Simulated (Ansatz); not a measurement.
# ClHHf: the cost of one run

Computed with Ansatz 0.2.0, Gaussian basis. Level: def2-TZVPP, core rule «outside noble gas», up to 9 orbitals frozen.

Plan: UHF; ROHF; CCSD(T) on UHF.

2 further runs of the same task are left out: 2 set aside as unsound or not needed.

## 1. The system

The geometry is a PBE0/def2-TZVP stationary point (not a proven minimum) of the parent state, kept for this charge and spin. No spin-orbit coupling is included. Elements past krypton take def2 core potentials.

3 atoms, charge 0, spin multiplicity 5.

Atoms are counted from 1 here; the program's logs count them from 0.

Bond lengths: Hf1–Cl2 2.375 Å, Hf1–H3 1.924 Å. Angles: Cl2–Hf1–H3 180.0°.

## 2. UHF

Input file in.yaml:

```yaml
crystal:
  periodic: [false, false, false]
  atoms:
    - {symbol: Hf, position_ang: [0.000000, 0.000000, 0.150300]}
    - {symbol: Cl, position_ang: [0.000000, 0.000000, -2.224700]}
    - {symbol: H, position_ang: [0.000000, 0.000000, 2.074400]}
basis:
  gaussian: {orbitals: def2-TZVPP}
magnetization: {spin_polarized: true, initial_magnetization: 4}
hamiltonian: {xc: hf}
output: {orbitals: {seedname: orbitals}}
```

The run is started by

```sh
$ ansatz run in.yaml --threads 1 --pin off --events-out ev --progress --plain --max-ram 4096MiB --backend cpu
```

Q: Estimate wall time and peak memory on 1 thread of AMD EPYC 7R13, shared host.

About 13 s, with a peak of 0.29 GiB.
